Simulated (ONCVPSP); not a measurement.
# Pseudopotential generation for Mn: ONCV, PBE

Do these settings give a usable potential? It is generated, then checked for transferability, scattering, ghosts and hardness.

Program: ONCVPSP 4.0.1.1 (patched build). Reference atom: PBE, scalar-relativistic, spherical and spin-unpolarised. All values are calculated.

**1. Starting point**

The settings as typed:

```json
{"element": "manganese (Mn, Z = 25)", "type": "optimised norm-conserving Vanderbilt (ONCV)", "frozen core": "[Ne] 3s2", "valence charge": "13", "reference configuration": "3p6 3d5 4s2", "partial waves": "4s: rc 2.20 bohr, ncon 3, nbas 8, qcut 3 1/bohr, 2 projectors, debl 3.5 Ha; 3p: rc 1.15 bohr, ncon 4, nbas 7, qcut 14.6 1/bohr, 2 projectors, debl 2.7 Ha; 3d: rc 1.35 bohr, ncon 5, nbas 10, qcut 13.9 1/bohr, 2 projectors, debl 1.6 Ha", "local potential": "polynomial inside 1.10 bohr (lpopt 2, dvloc0 2 Ha)", "core correction": "polynomial model core, fcfact 0.5"}
```

The outer shells as boxes (Hund's rule for the drawing; the calculation is spin-unpolarised):

```
[Ne] core
3s [↑↓]
3p [↑↓][↑↓][↑↓]
3d [↑ ][↑ ][↑ ][↑ ][↑ ]
4s [↑↓]
```

The nodes and maxima of the atom's own shells, from an earlier all-electron run, set the scale for the radii.

All-electron outer shells of the reference configuration (PBE, scalar-relativistic, ld1.x):

```json
{"shell": "3s", "level (eV)": "-85.88", "outermost node (bohr)": "0.34", "outermost maximum (bohr)": "0.74"}
{"shell": "3p", "level (eV)": "-54.59", "outermost node (bohr)": "0.31", "outermost maximum (bohr)": "0.75"}
{"shell": "3d", "level (eV)": "-6.77", "outermost node (bohr)": "–", "outermost maximum (bohr)": "0.76"}
{"shell": "4s", "level (eV)": "-5.11", "outermost node (bohr)": "1.05", "outermost maximum (bohr)": "2.51"}
{"shell": "4p", "level (eV)": "-1.37", "outermost node (bohr)": "1.16", "outermost maximum (bohr)": "3.43"}
```

**2. The generation run**

Input file Mn.dat:

```
# ATOM AND REFERENCE CONFIGURATION
# atsym  z   nc   nv     iexc    psfile
  Mn 25.00    4    3        4      upf
#
#   n    l    f
    1    0    2.00
    2    0    2.00
    2    1    6.00
    3    0    2.00
    3    1    6.00
    3    2    5.00
    4    0    2.00
#
# PSEUDOPOTENTIAL AND OPTIMIZATION
# lmax
    2
#
#   l,   rc,      ep,       ncon, nbas, qcut
    0    2.20    0.00    3    8    3.00
    1    1.15    0.00    4    7   14.60
    2    1.35    0.00    5   10   13.90
#
# LOCAL POTENTIAL
# lloc, lpopt,  rc(5),   dvloc0
    4    2    1.10    2.00
#
# VANDERBILT-KLEINMAN-BYLANDER PROJECTORs
# l, nproj, debl
    0    2    3.50
    1    2    2.70
    2    2    1.60
#
# MODEL CORE CHARGE
# icmod, fcfact, rcfact
    1    0.50    0.00
#
# LOG DERIVATIVE ANALYSIS
# epsh1, epsh2, depsh
   -4.00    5.00    0.02
#
# OUTPUT GRID
# rlmax, drl
    6.00    0.01
#
# TEST CONFIGURATIONS
# ncnf
    4
# nvcnf
#   n    l    f
    3
    3    1    6.00
    3    2    5.00
    4    0    1.00
#
    3
    3    1    6.00
    3    2    5.00
    4    0    0.00
#
    3
    3    1    6.00
    3    2    4.00
    4    0    0.00
#
    3
    3    1    5.00
    3    2    5.00
    4    0    2.00
#
```

On the command line:

```console
$ oncvpsp.x < Mn.dat > Mn.out
```

Before running it: what results should come out? Wanted: cutoffs for 1 and 0.1 mHa per electron, occupied waves; bound ghosts; GHOST(+) flags; largest test error; largest phase difference near zero energy, channels read; rms error of d²Exc/dn², without and with the model core.

**Answer**, as computed:

| quantity | value |
| --- | --- |
| cutoffs for 1 and 0.1 mHa per electron, occupied waves | 65 Ha and 75 Ha |
| bound ghosts | none found |
| GHOST(+) flags | s at 83 eV |
| largest test error (AE − PS) | -115 meV, for 3p5 3d5 4s2 |
| largest phase difference near zero energy, channels read | 0.004 rad |
| rms error of d²Exc/dn², without and with the model core | 4.18 and 1.01 mHa |

**Reading.** By total energies transferability is fair for so large an energy: the largest error is 115 meV on 62.0 eV, for 3p5 3d5 4s2. That test lies far up in energy; among those under 40 eV, nearer to bonding, the largest error is 42 meV. By its cutoff, 65 Ha for the looser tolerance, it is hard. At the looser tolerance the 3d wave is the slowest; 3p needs 47 Ha. It is free of bound ghosts as far as tested. Near zero energy the phases of the channels with partial waves agree within 0.004 rad. The program also flags highly localised states, GHOST(+) (s). All of this concerns the isolated atom, not yet a solid.
